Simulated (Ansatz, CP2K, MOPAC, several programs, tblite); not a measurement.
# In4BiSb3 from cheap methods to r2SCAN

How much accuracy does each second buy? In4BiSb3 is computed with 7 methods, from the cheapest up to r2SCAN.

Method: no spin polarisation, static lattice; gaps from single points on the cell relaxed beforehand with r²SCAN, in MOPAC, CP2K, Ansatz (versions at each run).

### Step 1. The structure to begin with

Symmetry: Amm2, No. 38, orthorhombic system. The conventional cell has a = 4.674 Å, b = 9.350 Å, c = 13.200 Å, α = 90.00°, β = 90.00°, γ = 90.00°. Sb (site symmetry mm2) is surrounded by 4 In at 2.85 to 2.86 Å. Around Sb (site symmetry m) lie 4 In at 2.84 to 2.86 Å. Bi (site symmetry mm2) is surrounded by 4 In at 2.89 to 2.90 Å. In (site symmetry mm2) has 4 Sb at 2.86 Å as nearest neighbours. Around In (site symmetry m) lie 3 Sb at 2.85 Å and 1 Bi at 2.90 Å. Around In (site symmetry mm2) lie 2 Sb at 2.84 Å and 2 Bi at 2.89 Å.

Structure file:

```
Sb Bi In
1.0
     4.67406    0.00000    0.00000
     0.00000    4.67477    6.59981
     0.00000   -4.67477    6.59981
Sb Bi In
3 1 4
Direct
  0.00000 0.99979 0.99979
  0.50000 0.99952 0.50050
  0.50000 0.50050 0.99952
  0.00000 0.50040 0.50040
  0.50000 0.87517 0.87517
  0.00000 0.88031 0.37285
  0.00000 0.37285 0.88031
  0.50000 0.37146 0.37146
```

The structure type (ordered alloy on zincblende lattice) is imposed and need not be the compound's stable one.

**Question.** The methods are PM6, PM7, PBE/DZVP, PBE/SZV, coarse PBE, PBE, r2SCAN. What gap does r2SCAN give on this cell, and which other methods (full PBE left aside) come nearest to r2SCAN and farthest in gap, volume and bulk modulus?

| quantity | value |
| --- | --- |
| r2SCAN | no gap, 36.05 Å³/atom, B₀ 41 GPa |
| gap: nearest and farthest of the other methods | PBE/DZVP, PBE/SZV, coarse PBE (about 0.00 eV off); PM6 (+5.50 eV) |
| volume: nearest and farthest of the other methods | PBE/DZVP (+4.6 %), PBE/SZV (+5.8 %) |
| bulk modulus: nearest and farthest of the other methods | PBE/SZV (-7 %), PBE/DZVP (-15 %) |

**Reading.** For the gap (full PBE left aside), PBE/DZVP, PBE/SZV, coarse PBE tie for nearest to r2SCAN; PM6 is farthest. For the volume, of the 2 methods compared (full PBE left aside), PBE/DZVP comes nearest to r2SCAN and PBE/SZV is farthest. Among the 2 methods compared for the bulk modulus (full PBE left aside), PBE/SZV is nearest to r2SCAN and PBE/DZVP farthest. A minimal basis or a coarse cutoff and mesh shifts results by its own error, so closeness to r2SCAN can be chance. Cluster runs see only the k-points that fold onto the zone centre, so their gaps can miss the band edges. No volume is given for PM6, PM7, coarse PBE, which can hide a larger miss. CPU times run from 1.6 s (PM6) to 2.2 min (r2SCAN). r2SCAN is a yardstick, not the truth. Spin-orbit coupling is left out throughout.
